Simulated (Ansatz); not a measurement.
MgPt7 and its elements: a formation energy from the elements, run with Ansatz 0.2.0, Python API.

Script `run_formation.py`:
```python
"""Formation energy of MgPt7 from the elements, after relaxing cells and atoms."""

from collections import Counter
import warnings

import ansatz as az
from ase import Atoms
import numpy as np


def solve(name, crystal):
    calc = (
        crystal.calculation()
        .functional(az.Functional.R2SCAN)
        .scf(tolerance=1e-06, lower_state_search="standard", algorithm="direct_min")
        .basis(550)
        .kpoints(spacing=0.26)
        .occupations("gaussian", width=0.05)
        .stress()
    )
    calc = calc.relax(force_tolerance=0.02, cell=True)
    return calc.run(threads=1, backend="cpu")


def counts(outcome):
    return Counter(site.symbol for site in outcome.lattice.sites)

def formation_energy(outcome, mu):
    n = counts(outcome)
    return (outcome.report["energy_sigma0_ev"] - sum(k * mu[element] for element, k in n.items())) / sum(n.values())


def volume_per_atom(outcome):
    return abs(np.linalg.det(outcome.lattice.cell_ang)) / len(outcome.lattice.sites)


def main() -> None:
    warnings.simplefilter("ignore")

    phases = {}
    mgpt7 = (
        az.Lattice.fcc(7.87304809)
        .space_group(225)
        .atom("Mg", (0.0, 0.0, 0.0))
        .atom("Pt", (0.0, 0.75, 0.75))
        .atom("Pt", (0.5, 0.0, 0.0))
        .primitive()
    )
    phases["MgPt7"] = mgpt7
    atoms = Atoms(
        ["Mg", "Mg"],
        scaled_positions=[
            (1 / 3, 2 / 3, 0.25),
            (2 / 3, 1 / 3, 0.75),
        ],
        cell=[
            (3.2093, 0.0, 0.0),
            (-1.60465, 2.77933533, 0.0),
            (0.0, 0.0, 5.2103),
        ],
        pbc=True,
    )
    mg = az.Crystal.from_ase(atoms)
    phases["Mg"] = mg
    pt = (
        az.Lattice.from_parameters(2.773131, 2.773131, 2.773131, alpha=60.0, beta=60.0, gamma=60.0)
        .atom("Pt", (0.0, 0.0, 0.0))
    )
    phases["Pt"] = pt

    done = {}
    for name, crystal in phases.items():
        done[name] = solve(name, crystal)
        print(f"{name}: {done[name].report['energy_sigma0_ev']:.4f} eV, {len(done[name].lattice.sites)} atoms")

    # chemical potentials of the elements at zero temperature
    references = {"Mg": "Mg", "Pt": "Pt"}
    mu = {element: done[name].report["energy_sigma0_ev"] / len(done[name].lattice.sites) for element, name in references.items()}

    target = done["MgPt7"]
    heat = formation_energy(target, mu)
    for element, value in mu.items():
        print(f"mu({element}) = {value:.4f} eV from {references[element]}, {volume_per_atom(done[references[element]]):.2f} A^3/atom")
    print(f"formation energy of MgPt7: {heat:.4f} eV/atom = {96.4853 * heat:.1f} kJ/mol of atoms")


if __name__ == "__main__":
    main()
```

Is MgPt7 bound against its elements at this level, and by how much?

The formation energy is -0.341 eV an atom (-32.9 kJ per mole of atoms), so MgPt7 lies below the reference phases.

The run itself:

Output of `python run_formation.py`:
```text
--- The result so far, ahead of a search for a lower minimum behind the relaxation; the run's own can be another ---
--- Relaxed structure (3 steps of the walk, 2 accepted, 1 SCFs on fresh bases) ---
  F+E_penalty+E_count = -89686.68416774 eV   max|allowed force component| = 5.864e-29 eV/Å   (the final SCF, on the basis selected at the relaxed cell)
to start a new deck from the relaxed geometry:
  # the rows under cell: are crystal.lattice (Å); those under atoms: are crystal.atoms (fractional)
  # these rows hold no starting moments: give each atom its spin and spin_axis again (relax.cell in the manual, under Limitations, says where they stand)
  # drop crystal.checkpoint, crystal.saddle_side [...]
  # these rows already include their effect, but for a slab's crystal.periodic that crystal.checkpoint laid: type that, and under magnetization.per_species the moments by species that it laid
  # where hamiltonian.xc.exx.coeff was left to the run, type the fraction that it took
  # where crystal.lattice changes, lay crystal.conventional_axes and each constraint's lattice_plane and lattice_line anew on its vectors; on these sites an outside_sphere can name other atoms (type this run's as sites)
  # the words of relax.cell.fix then name these vectors, unless crystal.conventional_axes gives the axes of a cell which the run reduced
  # or, where this run's checkpoint.write kept a state, name that directory under crystal.checkpoint in the place of these rows (where a search for an adjacent minimum keeps one, it gives that one: for these rows its steps/00-relax/state), with the other keys dropped all the same: its cell and atoms come with the starting moments that the new deck's spin treatment reads
  # drop the old deck's checkpoint.read (its saved state can only seed a run with the same cell) and give checkpoint.write a new directory
  cell:  # Å, volume = 121.8797 Å³
    - [4.819398062580563e-16, 3.9352024431066015, 3.935202443106601]
    - [3.9352024431066015, 2.4082070287004633e-16, 3.935202443106601]
    - [3.9352024431066015, 3.935202443106601, -7.426594125404915e-20]
  atoms:
    - { symbol: Mg, position: [2.7738011091703244e-48, -2.4261706829557667e-48, 1.3398256010352738e-48] }
    - { symbol: Pt, position: [0.5, 0.0, 5.551115123125783e-17] }
    - { symbol: Pt, position: [-5.551115123125783e-17, 0.5, 0.5000000000000002] }
    - { symbol: Pt, position: [-5.551115123125783e-17, 0.5, 0.0] }
    - { symbol: Pt, position: [0.5, -5.551115123125783e-17, 0.5000000000000002] }
    - { symbol: Pt, position: [-5.551586928212864e-17, 5.550643318038702e-17, 0.5] }
    - { symbol: Pt, position: [0.5, 0.5, 0.0] }
    - { symbol: Pt, position: [0.5, 0.5, 0.5000000000000001] }
MgPt7: -89686.6767 eV, 8 atoms
--- The result so far, ahead of a search for a lower minimum behind the relaxation; the run's own can be another ---
--- Relaxed structure (4 steps of the walk, 4 accepted, 1 SCFs on fresh bases) ---
  F+E_penalty+E_count = -3852.80987992 eV   max|allowed force component| = 8.327e-17 eV/Å   (the final SCF, on the basis selected at the relaxed cell)
to start a new deck from the relaxed geometry:
  # the rows under cell: are crystal.lattice (Å); those under atoms: are crystal.atoms (fractional)
  # these rows hold no starting moments: give each atom its spin and spin_axis again (relax.cell in the manual, under Limitations, says where they stand)
  # drop crystal.checkpoint, crystal.saddle_side [...]
  # these rows already include their effect, but for a slab's crystal.periodic that crystal.checkpoint laid: type that, and under magnetization.per_species the moments by species that it laid
  # where hamiltonian.xc.exx.coeff was left to the run, type the fraction that it took
  # where crystal.lattice changes, lay crystal.conventional_axes and each constraint's lattice_plane and lattice_line anew on its vectors; on these sites an outside_sphere can name other atoms (type this run's as sites)
  # the words of relax.cell.fix then name these vectors, unless crystal.conventional_axes gives the axes of a cell which the run reduced
  # or, where this run's checkpoint.write kept a state, name that directory under crystal.checkpoint in the place of these rows (where a search for an adjacent minimum keeps one, it gives that one: for these rows its steps/00-relax/state), with the other keys dropped all the same: its cell and atoms come with the starting moments that the new deck's spin treatment reads
  # drop the old deck's checkpoint.read (its saved state can only seed a run with the same cell) and give checkpoint.write a new directory
  cell:  # Å, volume = 45.1482 Å³
    - [3.1736898092376675, 2.750633870690828e-33, 4.6202053296760004e-34]
    - [-1.5868449046188338, 2.748495998531609, 4.761812547980028e-34]
    - [7.500905437987094e-34, 1.3257414262488818e-33, 5.175840286064522]
  atoms:
    - { symbol: Mg, position: [0.3333333333333333, 0.6666666666666666, 0.25] }
    - { symbol: Mg, position: [0.6666666666666666, 0.3333333333333333, 0.75] }
Mg: -3852.8093 eV, 2 atoms
--- The result so far, ahead of a search for a lower minimum behind the relaxation; the run's own can be another ---
--- Relaxed structure (4 steps of the walk, 3 accepted, 1 SCFs on fresh bases) ---
  F+E_penalty+E_count = -12536.79369550 eV   max|allowed force component| = 0.000e0 eV/Å   (the final SCF, on the basis selected at the relaxed cell)
to start a new deck from the relaxed geometry:
  # the rows under cell: are crystal.lattice (Å); those under atoms: are crystal.atoms (fractional)
  # these rows hold no starting moments: give each atom its spin and spin_axis again (relax.cell in the manual, under Limitations, says where they stand)
  # drop crystal.checkpoint, crystal.saddle_side [...]
  # these rows already include their effect, but for a slab's crystal.periodic that crystal.checkpoint laid: type that, and under magnetization.per_species the moments by species that it laid
  # where hamiltonian.xc.exx.coeff was left to the run, type the fraction that it took
  # where crystal.lattice changes, lay crystal.conventional_axes and each constraint's lattice_plane and lattice_line anew on its vectors; on these sites an outside_sphere can name other atoms (type this run's as sites)
  # the words of relax.cell.fix then name these vectors, unless crystal.conventional_axes gives the axes of a cell which the run reduced
  # or, where this run's checkpoint.write kept a state, name that directory under crystal.checkpoint in the place of these rows (where a search for an adjacent minimum keeps one, it gives that one: for these rows its steps/00-relax/state), with the other keys dropped all the same: its cell and atoms come with the starting moments that the new deck's spin treatment reads
  # drop the old deck's checkpoint.read (its saved state can only seed a run with the same cell) and give checkpoint.write a new directory
  cell:  # Å, volume = 15.2686 Å³
    - [2.784653888642294, -2.0907718508273497e-19, 4.931998590323161e-19]
    - [1.3923269443211472, 2.41158100831135, 8.035409308841956e-19]
    - [1.3923269443211472, 0.8038603361037834, 2.27366037914353]
  atoms:
    - { symbol: Pt, position: [0.0, 0.0, 0.0] }
Pt: -12536.7920 eV, 1 atoms
mu(Mg) = -1926.4046 eV from Mg, 22.57 A^3/atom
mu(Pt) = -12536.7920 eV from Pt, 15.27 A^3/atom
formation energy of MgPt7: -0.3410 eV/atom = -32.9 kJ/mol of atoms
```

Notes:
- These settings explore the input space; cutoff and mesh may be short of convergence.
- The run is spin-unpolarised.
- The program warned that this SCF threshold is loose for forces or stresses.
- Spin-orbit coupling, which matters for elements this heavy, is left out.
- The cells come from databases of deposited and of computed structures, and not all need be stable phases.
- The compound is the structure given, not necessarily its lowest; energies are at zero temperature, with no correction for gases. A semilocal functional's error on such energies is often 0.05 to 0.1 eV an atom, and 0.1 to 0.3 eV against gases such as O2 or F2.
- The script silences warnings, which a real study should read.
- It ran for 6.6 min on 1 thread of Arm Neoverse V1, with other jobs on the host, peak memory 1.2 GiB.
